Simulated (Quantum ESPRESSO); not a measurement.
A Quantum ESPRESSO 7.5 run (PBE) on a crystal of composition Si lists these optical modes at the zone centre:

```
symmetry  cm⁻¹  components  active in
     B2g   516           1      Raman
      Eg   516           2      Raman
```

Task: How many atoms does the primitive cell hold, does the crystal have a centre of inversion, and what is its point group?

Result: 3 optical and 3 acoustic modes make 2 atoms. The labels g and u show a centre of inversion, so no mode is both infrared and Raman active. The point group is 4/mmm (space group I4_1/amd, No. 141).

The cell:

```xyz
2
Lattice="0.0000 2.7155 2.7019 2.7155 0.0000 2.7019 2.7155 2.7155 0.0000" Properties=species:S:1:pos:R:3 pbc="T T T"
Si    0.0000    0.0000    0.0000
Si    1.3578    1.3578    1.3510
```
